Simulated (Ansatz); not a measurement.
Write a Python script for Ansatz 0.2.0 through its Python package that makes a rigid scan of one bond angle of FGeH4NS, SMILES [NH2][GeH]([F])[SH]. Settings (for the species named): PBE0, def2-SVP basis, multiplicity 1, D4 dispersion.

```xyz
8

N     0.2365    1.2592   -0.5352
Ge   -0.3092   -0.0058    0.6865
F     0.9062   -0.1433    1.9042
S    -0.4688   -1.9400   -0.3564
H     1.0680    0.9626   -1.0211
H    -0.5505    1.3291   -1.2868
H    -1.6210    0.3974    1.3560
H     0.8311   -1.9164   -0.8030
```

`bend.py`
```python
"""Energy of FGeH4NS against one bond angle."""

import ansatz
from ase import Atoms

config = {
    "basis": "def2-SVP",
    "functional": "PBE0",
    "dispersion": "d4",
    "fmax": 0.02,
}

atoms = Atoms(["N", "Ge", "F", "S", "H", "H", "H", "H"], positions=[
    (0.2365, 1.2592, -0.5352),
    (-0.3092, -0.0058, 0.6865),
    (0.9062, -0.1433, 1.9042),
    (-0.4688, -1.94, -0.3564),
    (1.068, 0.9626, -1.0211),
    (-0.5505, 1.3291, -1.2868),
    (-1.621, 0.3974, 1.356),
    (0.8311, -1.9164, -0.803),
])

# relax first, so that the scan starts from a minimum
first = (
    ansatz.Crystal.molecule_from_ase(atoms).calculation()
    .basis(gaussian=config["basis"])
    .functional(config["functional"], dispersion=config["dispersion"])
    .relax(force_tolerance=config["fmax"], max_steps=80)
)
atoms.positions = first.run(threads=1).report["positions_ang"]

rows = []
for angle in [90, 100, 110, 120, 135, 150, 165, 179]:
    bent = atoms.copy()
    bent.set_angle(1, 3, 7, angle, indices=[7])
    job = ansatz.Crystal.molecule_from_ase(bent).calculation()
    job = job.basis(gaussian=config["basis"]).functional(config["functional"], dispersion=config["dispersion"])
    rows.append((angle, job.run(threads=1).report["free_energy_ev"]))
floor = min(e for _, e in rows)
for angle, e in rows:
    print(f"angle Ge1-S3-H7 = {angle:3d} deg   {1000 * (e - floor):9.1f} meV")
```

```console
$ python bend.py
angle Ge1-S3-H7 =  90 deg         0.0 meV
angle Ge1-S3-H7 = 100 deg        30.2 meV
angle Ge1-S3-H7 = 110 deg       159.2 meV
angle Ge1-S3-H7 = 120 deg       375.2 meV
angle Ge1-S3-H7 = 135 deg       826.2 meV
angle Ge1-S3-H7 = 150 deg      1351.9 meV
angle Ge1-S3-H7 = 165 deg      1810.7 meV
angle Ge1-S3-H7 = 179 deg      2012.1 meV
```

The scan is rigid, and the energies are electronic, in a modest basis. The zero is the lowest point of the grid, which needn't be the minimum. It ran for 4.4 min on 1 thread of Arm Neoverse V1, on a shared host, peak memory 0.3 GiB.
